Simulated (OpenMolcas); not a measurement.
**Ta³⁺ among point charges: CASSCF levels and susceptibility**

How does a field of 5 point charges split the states of Ta³⁺, and what χT follows?

Program: OpenMolcas 26.06. Level of theory: state-averaged CASSCF, spin-orbit coupling by RASSI with atomic mean-field integrals. These are calculated values, not measurements, unless marked.

1 further run of the same task is left out (it didn't finish).

### 1 The atom as given

- Species: Ta³⁺ (tantalum, Z = 73, 70 electrons)
- Basis: ANO-RCC-VDZP [7s6p4d2f1g], 68 functions
- Scalar Hamiltonian: DKH2, point nucleus
- Inactive shells: 1s 2s 2p 3s 3p 3d 4s 4p 4d 4f 5s 5p
- Active space: 2 electrons in 5 orbitals (5d)
- Some configurations of this space: 5d2
- Orbitals: optimised for each spin and parity, averaged over all roots

The outer shells:

5d2
```
5d [↑ ][↑ ][  ][  ][  ]
```

The ion sits among 5 point charges of -1.2 e arranged as a trigonal bipyramid (D3h), 1.88 Å from the ion, with the axial distance 1.692 Å. The active orbitals were held to one l.

Each step is its own input file, run in one work folder so that later steps find the files of earlier ones. Labels, J, g values, rates, χT and fits are worked out afterwards by a script from the matrices that RASSI stores.

### 2 GATEWAY and SEWARD: basis and integrals

Contents of a.inp:

```
&GATEWAY
Coord
1

Ta 0.0 0.0 0.0
Basis=ANO-RCC-VDZP
Group=NoSym
NoMove
AngMom=0.0 0.0 0.0
AMFI
XField
5 Angstrom 0
1.880000 0.000000 0.000000 -1.200000
-0.940000 1.628128 0.000000 -1.200000
-0.940000 -1.628128 0.000000 -1.200000
0.000000 0.000000 1.692000 -1.200000
0.000000 0.000000 -1.692000 -1.200000
&SEWARD
```

The run is started by

```
$ OMP_NUM_THREADS=1 MOLCAS_MEM=1689 MOLCAS_PROJECT=a pymolcas a.inp > a.log
```

### 3 CASSCF: triplets, 10 roots

Contents of a.inp:

```
&RASSCF
FileOrb=start.orb
Symmetry=1
Spin=3
nActEl=2 0 0
Inactive=34
Ras2=5
CIRoot=10 10 1
SDav=10
CIMx=300
Iter=120 100
PrWF=0.3
OrbListing=Nothing
MaxOrb=0
SupSym
1
20 10 11 12 13 14 19 20 21 22 23 35 36 37 38 39 48 49 50 51 52
>>> COPY $Project.JobIph JOB001
```

start.orb holds the contracted functions of the basis, ordered by shell, or the orbitals of the step before.

### 4 Reference wave functions, singlets, 15 roots

Contents of a.inp:

```
&RASSCF
FileOrb=start.orb
Symmetry=1
Spin=1
nActEl=2 0 0
Inactive=34
Ras2=5
CIRoot=15 15 1
SDav=15
CIMx=300
Iter=120 100
PrWF=0.3
OrbListing=Nothing
MaxOrb=0
SupSym
1
20 10 11 12 13 14 19 20 21 22 23 35 36 37 38 39 48 49 50 51 52
>>> COPY $Project.JobIph JOB002
```

### 5 RASSI: spin-orbit coupling between the states

Contents of a.inp:

```
&RASSI
NrOfJobIphs=2 10 15
1 2 3 4 5 6 7 8 9 10
1 2 3 4 5 6 7 8 9 10 11 12 13 14 15
IphNames
JOB001
JOB002
EJob
SpinOrbit
DIPRint=1.0
SOCoupling=1000.0
Subsets=2
Property=9
'ANGMOM' 1 'ANGMOM' 2 'ANGMOM' 3 'MLTPL  1' 1 'MLTPL  1' 2 'MLTPL  1' 3
'AMFI' 1 'AMFI' 2 'AMFI' 3
SOProperty=3
'ANGMOM' 1 'ANGMOM' 2 'ANGMOM' 3
```

**Question.** What will these runs give? Wanted: spin-free ground state; first state of the same spin within the active space; lowest level; next level.

**Answer**, as computed:

| quantity | value |
| --- | --- |
| method | CASSCF |
| spin-free ground state | 3A2, 1-fold in its orbital part |
| first state of the same spin within the active space | triplet at 509 cm⁻¹ |
| lowest level | 2-fold E, g = 0.00, 0.00, 2.08 |
| next level | 448.7 cm⁻¹ |
| χT at 300 K | 0.18 cm³ K/mol |
| effective moment at 300 K | 1.20 μB |

In words: The spin-free ground state (3A2) comes to 99 % from free-ion F terms and keeps the highest spin of the shell. χT at 300 K is 0.18, against 1.00 cm³ K/mol for the spin alone, so spin-orbit coupling lowers it. The field of point charges can differ much from that of real complexes. Point charges carry no covalency, so the field is a model and not that of real ligands.
